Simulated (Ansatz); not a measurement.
**WNCl (triplet): geometry optimisation**

Where does this start of WNCl (triplet) end when it is relaxed?

Program: Ansatz 0.2.0, Gaussian basis. Level of theory: UKS PBE0/def2-TZVP. These are calculated values, not measurements.

## 1. Where the work starts

3 atoms, charge 0, spin multiplicity 3.

Atoms are counted from 1 here; the program's logs count them from 0.

Bond lengths: W1–N2 1.766 Å, W1–Cl3 2.227 Å. Angles: N2–W1–Cl3 101.4°.

The start was built by rule and, where that kept it together, relaxed with GFN2-xTB. Sticks and bond lists go by distance. No spin-orbit coupling is included. Elements past krypton take def2 core potentials.

## 2. The run

File in.yaml:

```yaml
crystal:
  periodic: [false, false, false]
  atoms:
    - {symbol: W, position_ang: [0.006315, 0.187405, -0.276411]}
    - {symbol: N, position_ang: [-0.036079, 1.523602, 0.877126]}
    - {symbol: Cl, position_ang: [-0.018491, -1.573725, 1.086782]}
basis:
  gaussian: {orbitals: def2-TZVP}
magnetization: {spin_polarized: true, initial_magnetization: 2}
hamiltonian: {xc: pbe0}
relax: {f_tol: 0.004, max_steps: 80}
```

Command:

```sh
> ansatz run in.yaml --threads 1 --pin off --events-out ev --progress --plain --max-ram 2176MiB
```

Before running it: what results should come out? Wanted: energy gained; shift from the start; total energy; dipole moment; ⟨S²⟩.

**Answer**, as computed:

| quantity | value |
| --- | --- |
| steps | 7 |
| energy gained | 0.369 eV |
| shift from the start (rms) | 0.082 Å |
| total energy | -15832.5659 eV |
| dipole moment | 4.37 D |
| ⟨S²⟩ | 2.041 |

What this shows: The bonds of the start are those of the end. W1–N2 went from 1.766 to 1.655 Å. No vibrations were run, so this is a stationary point, not a proven minimum, and this spin need not be the ground state's.
